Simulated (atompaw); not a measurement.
**A PAW (atompaw) potential for germanium, from input to tests**

Task: generate the file, and judge it by its logarithmic derivatives, its ghosts and its cutoff.

Method: atompaw 4.2.0.5, PBEsol, non-relativistic.

1 further run of the same task is left out (set aside as unsound or not needed).

### 1 The atom and the settings

The settings as typed:

```json
{
 "element": "germanium (Ge, Z = 32)",
 "type": "PAW",
 "frozen core": "[Ar] 3d10",
 "valence charge": "4",
 "reference configuration": "4s2 4p2",
 "partial waves": "4s (bound): rc 2.00 bohr; 4s channel at 2 Ry: rc 2.00 bohr; 4p (bound): rc 2.15 bohr; 4p channel at 4.65 Ry: rc 1.95 bohr; 4d channel at 0.2 Ry: rc 2.15 bohr; 4d channel at 1.1 Ry: rc 2.15 bohr",
 "local potential": "troulliermartins scheme with l = 3 at 1 Ry, radius 1.55 bohr",
 "core correction": "smooth core density matched at 2.10 bohr",
 "augmentation charge": "besselshape compensation charge, radius 1.34 bohr; PAW radius 2.15 bohr; waves and projectors: custom rrkj gramschmidtortho"
}
```

The nodes and maxima of the atom's own shells, from an earlier all-electron run, set the scale for the radii.

All-electron outer shells of the reference configuration (PBEsol, non-relativistic, ld1.x):

| shell | level (eV) | outermost node (bohr) | outermost maximum (bohr) |
| --- | --- | --- | --- |
| 3p | -114.18 | 0.23 | 0.55 |
| 3d | -30.15 | – | 0.50 |
| 4s | -11.41 | 0.78 | 1.77 |
| 4p | -3.93 | 0.83 | 2.22 |

### 2 Generating the potential

Ge.input reads:

```
Ge 32
GGA-PBESOL loggrid 1500 logderivrange -3 5 201
4 4 3 0 0 0
4 1 2
0 0 0
c
c
c
v
c
c
v
c
2
2.15 1.34 1.55 2.10
y
2
n
y
4.65
n
y
0.2
y
1.1
n
custom rrkj gramschmidtortho besselshape
3 1 troulliermartins
2.00
2.00
2.15
1.95
2.15
2.15
PWSCFOUT
UPFDX 0.0125d0 UPFXMIN -7.d0 UPFZMESH 32.d0
END
```

Run with:

```sh
$ atompaw < Ge.input > Ge.log
```

What does the calculation give? Wanted: cutoffs for 10 and 1 mRy, occupied levels; bound ghosts; largest phase difference near zero energy, channels read; lowest eigenvalue of the overlap; share of valence orbitals outside the PAW sphere; UPF file.

As calculated:

```
                                                quantity             value
               cutoffs for 10 and 1 mRy, occupied levels    8 Ry and 12 Ry
                                            bound ghosts    d at -17.06 eV
largest phase difference near zero energy, channels read         0.010 rad
         lowest eigenvalue of the overlap (Bessel basis)         0.343 (s)
        share of valence orbitals outside the PAW sphere  4s 44 %, 4p 69 %
                                                UPF file       not written
```

In words: A bound ghost (d) makes it unfit for use: electrons can fall into a state that the atom doesn't have. It counts as soft on the atom at that tolerance, with 8 Ry needed at the looser tolerance. The slowest occupied level is 4p: taken alone it needs 10 Ry to come within 1 mRy, against 6 Ry or less for 4s. Near zero energy the phases of the channels with partial waves agree within 0.010 rad. The pseudo core plus compensation charge is negative at some radii, so no UPF file was written. All of this concerns the isolated atom, not yet a solid.
